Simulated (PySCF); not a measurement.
# RuOBr: relaxation and vibrations of the sextet

Aim: relax RuOBr as a sextet from a linear start, check by its vibrations whether the end is a minimum, and collect its spectrum and constants.

Method: PBE0, basis Ru def2-SVP with ECP28, O def2-SVP, Br def2-SVP, scalar-relativistic core potentials, no spin–orbit coupling, density fitting; program: PySCF 2.14.0.

## Step 1: Where the work starts

3 atoms, charge 0, spin multiplicity 6.

Bond lengths: Ru1–O2 1.710 Å, Ru1–Br3 2.390 Å. Angles: O2–Ru1–Br3 180.0°.

```xyz
3
charge 0 multiplicity 6
Ru    0.0000    0.0000   -0.8194
O     0.0000    0.0000   -2.5294
Br    0.0000    0.0000    1.5706
```

## Step 2: Relaxing the sextet from the linear start

The steps below are one call of a driver around PySCF. For each, scf.py gives the equivalent set-up of the SCF; relaxations use the driver's own optimiser. Before each start the driver seeks the lowest SCF state from one or more starting densities and follows internal instabilities, so scf.py alone need not reach the same state.

The program finds C∞v symmetry in the start, which this walk keeps. The walk stops when the largest gradient is under 0.0003 Eh/bohr and the energy has settled too.

scf.py

```python
from pyscf import gto, scf, dft
mol = gto.M(atom='''
Ru     0.000000     0.000000    -0.819355
O      0.000000     0.000000    -2.529355
Br     0.000000     0.000000     1.570645''',
    basis={'Ru': 'def2-SVP', 'O': 'def2-SVP', 'Br': 'def2-SVP'},
    ecp={'Ru': 'def2-SVP'},
    charge=0, spin=5)
mf = dft.UKS(mol, xc='PBE0')
mf.grids.atom_grid = (50, 194)
aux = {'Ru': 'def2-universal-JKFIT', 'O': 'def2-universal-JKFIT', 'Br': 'def2-universal-JKFIT'}
mf = mf.density_fit(auxbasis=aux)
mf.kernel()
```

The optimiser's trace:

| step | energy (Eh) | change (kJ/mol) | largest symmetric gradient (Eh/bohr) |
| --- | --- | --- | --- |
| 0 | -2743.457695 | 0.00 | 0.04516 |
| 1 | -2743.460655 | -7.77 | 0.00933 |
| 2 | -2743.460744 | -8.01 | 0.00264 |
| 3 | -2743.460753 | -8.03 | 0.00013 |
| 4 | -2743.460753 | -8.03 | 0.00003 |

The walk needed 6.9 s of wall time on 4 threads, shared host.

Geometry (Å) and forces (eV/Å) at some steps:

```
step 0
Ru   0.000   0.000  -0.819   0.000   0.000   1.437
O    0.000   0.000  -2.529   0.000   0.000  -2.322
Br   0.000   0.000   1.571   0.000   0.000   0.885
step 1
Ru   0.000   0.000  -0.812   0.000   0.000  -0.480
O    0.000   0.000  -2.586   0.000   0.000   0.332
Br   0.000   0.000   1.621   0.000   0.000   0.147
step 2
Ru   0.000   0.000  -0.818   0.000   0.000  -0.136
O    0.000   0.000  -2.584   0.000   0.000   0.079
Br   0.000   0.000   1.623   0.000   0.000   0.057
step 3
Ru   0.000   0.000  -0.820   0.000   0.000   0.001
O    0.000   0.000  -2.584   0.000   0.000  -0.007
Br   0.000   0.000   1.625   0.000   0.000   0.005
step 4
Ru   0.000   0.000  -0.820   0.000   0.000   0.001
O    0.000   0.000  -2.584   0.000   0.000  -0.002
Br   0.000   0.000   1.626   0.000   0.000   0.001
```

It settles in C∞v symmetry, 8.0 kJ/mol below the start, after 4 steps: Ru–Br 2.446 Å, Ru–O 1.764 Å; Br–Ru–O 180.0°.

## Step 3: Hessian and properties

On the finer grid the gradient is checked again; gradients at displacements of ±0.01 bohr then give force constants and infrared intensities.

scf.py: that of step 2 with these lines changed.

```diff
@@ -3,3 +3,3 @@
-Ru     0.000000     0.000000    -0.819355
-O      0.000000     0.000000    -2.529355
-Br     0.000000     0.000000     1.570645''',
+Ru     0.000000     0.000000    -0.837384
+O      0.000000     0.000000    -2.601006
+Br     0.000000     0.000000     1.608446''',
@@ -10 +10 @@
-mf.grids.atom_grid = (50, 194)
+mf.grids.atom_grid = (75, 302)
```

The driver hands on the density of the step before, so the log starts near convergence.

SCF at the final geometry:

```text
init E= -2743.46078971686
[... the frontier-level lines of each cycle are left out ...]
cycle= 1 E= -2743.46078971666  delta_E= 1.97e-10  |g|= 2.3e-05  |ddm|= 2.01e-05
cycle= 2 E= -2743.46078971369  delta_E= 2.97e-09  |g|= 8.62e-05  |ddm|= 7.51e-05
cycle= 3 E= -2743.46078971688  delta_E= -3.19e-09  |g|= 2.75e-07  |ddm|= 5.93e-05
cycle= 4 E= -2743.46078971687  delta_E= 7.28e-12  |g|= 1.38e-07  |ddm|= 2.81e-07
Extra cycle  E= -2743.46078971687  delta_E= 2.27e-12  |g|= 3.98e-07  |ddm|= 4.17e-07
converged SCF energy = -2743.46078971687  <S^2> = 8.7656913  2S+1 = 6.0052281
```

The whole step took 16 s.

Geometry: C∞v; Ru–Br 2.446 Å, Ru–O 1.764 Å; Br–Ru–O 180.0°.

Modes, for the most abundant isotopes:

```
symmetry  ω (cm⁻¹)  IR (km/mol)
       π       62i         39.3
      σ+       266         22.8
      σ+       828         51.1
```

2 modes are imaginary, the largest at 62i cm⁻¹: a saddle point, not a minimum.

Constants and moments:

```
Dipole moment                                                   : 0.62 D
Highest occupied level                                          : -7.69 eV
Lowest empty level                                              : -5.01 eV
Rotational constants                                            : 0.04392 cm⁻¹
Zero-point energy (real modes)                                  : 6.5 kJ/mol
Principal polarisabilities                                      : 36.0, 36.0, 87.8 bohr³
Atomisation energy without zero-point energy                    : 699 kJ/mol
Principal traceless quadrupole moments about the centre of mass : -13.14, 6.57, 6.57 D Å
Spin squared ⟨S²⟩                                               : 8.766
```

Populations by atom (charges in e):

| atom | Mulliken | Löwdin | polar tensor | spin (Mulliken) | Mayer order to Ru1 |
| --- | --- | --- | --- | --- | --- |
| Ru1 | 0.67 | 0.15 | 1.13 | 3.87 | – |
| O2 | -0.39 | -0.13 | -0.53 | 1.04 | 1.81 |
| Br3 | -0.28 | -0.02 | -0.60 | 0.10 | 1.09 |

Outer orbital energies (eV). α occupied: -11.95, -11.95, -9.36, -9.36, -9.30, -8.51, -7.69, -7.69; empty: -0.60, -0.60, -0.18, 1.67. β occupied: -24.58, -20.73, -11.34, -10.04, -10.04, -8.85, -8.10, -8.10; empty: -5.01, -5.01, -4.05, -3.34.

Mulliken populations on Ru1 (outside its core potential): s 2.63, p 6.42, d 6.26, f 0.01.

## Step 4: Downhill along the imaginary mode

The atoms are moved a little along the softest imaginary mode and relaxed again.

The program finds Cs symmetry in the start, which this walk keeps. Threshold on the gradient: 0.0003 Eh/bohr, with a further test on the energy change.

scf.py: that of step 3 with these lines changed.

```diff
@@ -3,3 +3,3 @@
-Ru     0.000000     0.000000    -0.837384
-O      0.000000     0.000000    -2.601006
-Br     0.000000     0.000000     1.608446''',
+Ru    -0.002101     0.067502    -0.837384
+O      0.007777    -0.249879    -2.601006
+Br     0.001137    -0.036519     1.608446''',
@@ -10 +10 @@
-mf.grids.atom_grid = (75, 302)
+mf.grids.atom_grid = (50, 194)
```

The optimiser's trace:

| step | energy (Eh) | change (kJ/mol) | largest symmetric gradient (Eh/bohr) |
| --- | --- | --- | --- |
| 0 | -2743.460500 | 0.00 | 0.01848 |
| 1 | -2743.461052 | -1.45 | 0.00129 |
| 2 | -2743.461075 | -1.51 | 0.00103 |
| 3 | -2743.461177 | -1.78 | 0.00615 |
| 4 | -2743.461226 | -1.91 | 0.00472 |
| 5 | -2743.461310 | -2.13 | 0.00175 |
| 6 | -2743.461307 | -2.12 | 0.00215 |
| 7 | -2743.461316 | -2.14 | 0.00004 |

The walk took 12 s.

Positions (Å) and forces (eV/Å) along the way:

```
step 0
Ru  -0.002   0.068  -0.837   0.004  -0.133  -0.842
O    0.008  -0.250  -2.601  -0.004   0.144   0.950
Br   0.001  -0.037   1.608   0.000  -0.011  -0.109
step 1
Ru  -0.002   0.070  -0.846  -0.003   0.066   0.059
O    0.008  -0.250  -2.578   0.002  -0.045  -0.062
Br   0.001  -0.039   1.594   0.001  -0.021   0.004
step 4
Ru  -0.004   0.142  -0.850   0.001  -0.033  -0.194
O    0.009  -0.291  -2.564  -0.001   0.040   0.243
Br   0.002  -0.070   1.584   0.000  -0.007  -0.049
step 7
Ru  -0.006   0.192  -0.855   0.000   0.000   0.001
O    0.010  -0.319  -2.540   0.000  -0.001   0.001
Br   0.003  -0.092   1.566   0.000   0.002  -0.002
```

After 7 steps and 2.1 kJ/mol it ends at Cs: Ru–Br 2.438 Å, Ru–O 1.761 Å; Br–Ru–O 156.4°.

## Step 5: Is it a minimum? Harmonic modes

As before: finer grid, then central differences.

scf.py: that of step 4 with these lines changed.

```diff
@@ -3,3 +3,3 @@
-Ru    -0.002101     0.067502    -0.837384
-O      0.007777    -0.249879    -2.601006
-Br     0.001137    -0.036519     1.608446''',
+Ru    -0.004825     0.155035    -0.833674
+O      0.011069    -0.355645    -2.518771
+Br     0.004001    -0.128552     1.587166''',
@@ -10 +10 @@
-mf.grids.atom_grid = (50, 194)
+mf.grids.atom_grid = (75, 302)
```

Log of the central SCF (cycles and frontier levels):

```text
init E= -2743.46138242546
[... the frontier-level lines of each cycle are left out ...]
cycle= 1 E= -2743.46138242536  delta_E= 9.6e-11  |g|= 1.61e-05  |ddm|= 2.74e-05
cycle= 2 E= -2743.46138242446  delta_E= 9.01e-10  |g|= 4.65e-05  |ddm|= 5.77e-05
cycle= 3 E= -2743.46138242545  delta_E= -9.95e-10  |g|= 1.09e-05  |ddm|= 4.04e-05
cycle= 4 E= -2743.4613824255  delta_E= -4.5e-11  |g|= 3.49e-07  |ddm|= 9.98e-06
Extra cycle  E= -2743.46138242549  delta_E= 8.19e-12  |g|= 2.55e-07  |ddm|= 1.32e-06
converged SCF energy = -2743.46138242549  <S^2> = 8.7662233  2S+1 = 6.0054053
```

The whole step took 26 s.

Geometry: Cs; Ru–Br 2.437 Å, Ru–O 1.761 Å; Br–Ru–O 156.4°.

Modes, for the most abundant isotopes:

| symmetry | ω (cm⁻¹) | IR (km/mol) |
| --- | --- | --- |
| a' | 73 | 12.3 |
| a' | 267 | 20.1 |
| a' | 833 | 39.5 |

No imaginary mode, so this is a minimum.

Properties at this point:

```yaml
Dipole_moment: 1.50 D
Highest_occupied_level: -7.54 eV
Lowest_empty_level: -4.82 eV
Rotational_constants: 3.26, 0.04535, 0.04473 cm⁻¹
Zero-point_energy: 7.0 kJ/mol
Principal_polarisabilities: 35.3, 36.7, 88.4 bohr³
Atomisation_energy_without_zero-point_energy: 700 kJ/mol
Principal_traceless_quadrupole_moments_about_the_centre_of_mass: -12.48, 6.20, 6.28 D Å
Entropy_at_298.15_K_and_1_bar_electronic_part_spin_only: 318.8 J/(mol K)
Heat_capacity_Cp_at_298.15_K: 51.2 J/(mol K)
Enthalpy_at_298.15_K_above_0_K: 13.38 kJ/mol
Rotational_symmetry_number: 1
Spin_squared_⟨S²⟩: 8.766
```

Populations by atom (charges in e):

```
atom  Mulliken  Löwdin  polar tensor  spin (Mulliken)  Mayer order to Ru1
 Ru1      0.66    0.12          0.99             3.82                   –
  O2     -0.39   -0.13         -0.46             1.03                1.85
 Br3     -0.27    0.01         -0.53             0.15                1.13
```

Outer orbital energies (eV). α occupied: -11.70, -11.70, -9.76, -9.29, -8.88, -8.41, -7.77, -7.54; empty: -1.04, -0.54, 0.31, 1.64. β occupied: -24.47, -20.87, -11.20, -10.08, -9.90, -8.81, -8.31, -8.25; empty: -4.82, -4.82, -3.89, -3.21.

Mulliken populations on Ru1 (outside its core potential): s 2.60, p 6.41, d 6.31, f 0.01.

## Step 6: The points found, side by side

| spin | group | bonds | imaginary modes (cm⁻¹) | ΔE (kJ/mol) | with zero-point energy |
| --- | --- | --- | --- | --- | --- |
| sextet | Cs | Ru–Br 2.437 Å, Ru–O 1.761 Å | none | 0.0 | 0.0 |
| sextet | C∞v | Ru–Br 2.446 Å, Ru–O 1.764 Å | 62i, 62i | 1.6 | – |

## Step 7: Summary of results

```
                                          quantity                                        value
                                           minimum                                   sextet, Cs
                                          geometry  Ru–Br 2.437 Å, Ru–O 1.761 Å; Br–Ru–O 156.4°
                                wavenumbers (cm⁻¹)                  73 (a'), 267 (a'), 833 (a')
                                     dipole moment                                       1.50 D
highest occupied, lowest empty level (either spin)                              -7.54, -4.82 eV
                        polar-tensor charge of Ru1                                      +0.99 e
                                 zero-point energy                                   7.0 kJ/mol
                               entropy at 298.15 K                              318.8 J/(mol K)
         atomisation energy (no zero-point energy)                                   700 kJ/mol
                                              ⟨S²⟩                                        8.766
```

What this shows: From C∞v at the start the molecule goes to a Cs minimum, after a stop at a second-order saddle point 1.6 kJ/mol higher, from which it was pushed off along an imaginary mode. In the infrared the band at 833 cm⁻¹ (a', stretch) leads. Most of the spin sits on Ru1 (Mulliken spin 3.82, against 5 for the whole molecule). Only this shape and spin were tried, so other structures or states may lie lower. Take wavenumbers under 90 cm⁻¹ as rough. One determinant may miss the lowest occupation of an open d or f shell.

The search up to here needed 69 s of wall time on 4 threads, shared host.
